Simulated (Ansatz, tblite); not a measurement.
**The cluster Ti4Al+: rung by rung**

How do method and basis change the picture of the cluster Ti4Al+ (singlet)?

Program: Ansatz 0.2.0, Gaussian basis. Level of theory: as each input shows. These are calculated values, not measurements.

The runs, in order: GFN1-xTB, GFN2-xTB, PBE-D4/def2-TZVP, r2SCAN-D4/def2-TZVP, BHLYP-D4/def2-TZVP, B97M-V/def2-TZVP, LDA/def2-TZVP, PBE-D4/def2-SVP, PBE0-D4/def2-SVP, HF/STO-3G, MP2/def2-TZVP.

5 further runs of the same task are left out: 2 that didn't finish, 3 set aside as unsound or not needed. Runs told in other sessions of the task aren't counted.

### Step 1. The structure

The singlet was relaxed beforehand with B3LYP-D4/def2-SVP. At that level it is the lowest of the isomers that a small search found.

5 atoms, charge 1, spin multiplicity 1.

Bond lengths: Ti1–Ti2 2.577 Å, Ti1–Ti3 2.576 Å, Ti1–Ti4 2.264 Å, Ti1–Al5 2.681 Å, Ti2–Ti3 2.502 Å, Ti2–Ti4 2.584 Å, Ti2–Al5 2.602 Å, Ti3–Ti4 2.584 Å, Ti3–Al5 2.602 Å. Angles: Ti2–Ti1–Ti3 58.1°, Ti2–Ti1–Ti4 64.1°, Ti2–Ti1–Al5 59.3°, Ti3–Ti1–Ti4 64.2°, Ti3–Ti1–Al5 59.3°, Ti4–Ti1–Al5 114.3°, Ti1–Ti2–Ti3 60.9°, Ti1–Ti2–Ti4 52.1°, Ti1–Ti2–Al5 62.4°, Ti3–Ti2–Ti4 61.1°, Ti3–Ti2–Al5 61.3°, Ti4–Ti2–Al5 106.7°, Ti1–Ti3–Ti2 61.0°, Ti1–Ti3–Ti4 52.1°, Ti1–Ti3–Al5 62.4°, Ti2–Ti3–Ti4 61.0°, Ti2–Ti3–Al5 61.3°, Ti4–Ti3–Al5 106.7° and more.

No spin-orbit coupling is included. The ion is computed in the gas phase, without counter-ions or solvent.

PBE0-D4/def2-TZVP was run before; its log isn't repeated, and its numbers join the tables.

### Step 2. GFN1-xTB

Tight binding, by tblite at 300 K electronic temperature and without a spin-polarisation term:

```python
tblite.interface.Calculator('GFN1-xTB', numbers, positions, charge=1, uhf=0).singlepoint()
```

Energy -160.8711 eV, HOMO -14.32 eV, LUMO -14.23 eV; 0.01 s.

### Step 3. GFN2-xTB

Tight binding, by tblite at 300 K electronic temperature and without a spin-polarisation term:

```python
tblite.interface.Calculator('GFN2-xTB', numbers, positions, charge=1, uhf=0).singlepoint()
```

Energy -180.8771 eV, HOMO -12.03 eV, LUMO -11.95 eV; 0.01 s.

### Step 4. PBE-D4/def2-TZVP

start.molden holds the orbitals of an earlier run on this state, given as this run's starting guess.

Input file in.yaml:

```yaml
crystal:
  periodic: [false, false, false]
  atoms:
    - {symbol: Ti, position_ang: [0.923042, -0.753267, 0.810220]}
    - {symbol: Ti, position_ang: [-1.393159, -0.456003, -0.278760]}
    - {symbol: Ti, position_ang: [0.307117, 1.363162, -0.522993]}
    - {symbol: Ti, position_ang: [-0.477498, 0.693424, 1.846159]}
    - {symbol: Al, position_ang: [0.640498, -0.847326, -1.854616]}
basis:
  gaussian: {orbitals: def2-TZVP, initial_orbitals: start.molden}
total_charge: 1
hamiltonian: {xc: pbe, dispersion: d4}
scf: {omitted_lower_state_checks: [starts]}
output: {forces: true, orbitals: {seedname: orbitals}}
```

The run is started by

```console
$ ansatz run in.yaml --threads 4 --pin off --events-out ev --progress --plain --max-ram 4787MiB
```

After this run come: r2SCAN-D4/def2-TZVP; BHLYP-D4/def2-TZVP; B97M-V/def2-TZVP; LDA/def2-TZVP; PBE-D4/def2-SVP; PBE0-D4/def2-SVP; HF/STO-3G; MP2/def2-TZVP.

**Question.** What will the summary of the whole plan be? Wanted: gap in def2-TZVP, named functionals, smallest and largest; correlation energy, MP2/def2-TZVP; PBE0 total energy, smallest basis above largest.

As calculated:

| quantity | value |
| --- | --- |
| gap in def2-TZVP, named functionals, smallest and largest | 0.06 eV (PBE-D4), 3.85 eV (BHLYP-D4) |
| correlation energy, MP2/def2-TZVP | -42.67 eV |
| PBE0 total energy, smallest basis above largest | 14.45 eV (def2-SVP, def2-TZVP) |

What this shows: Over the named functionals in def2-TZVP the gap runs from 0.06 eV (PBE-D4) to 3.85 eV (BHLYP-D4); exact exchange widens it. LDA leaves an empty level below a filled one, so this occupation isn't an aufbau state there; left out of the range.
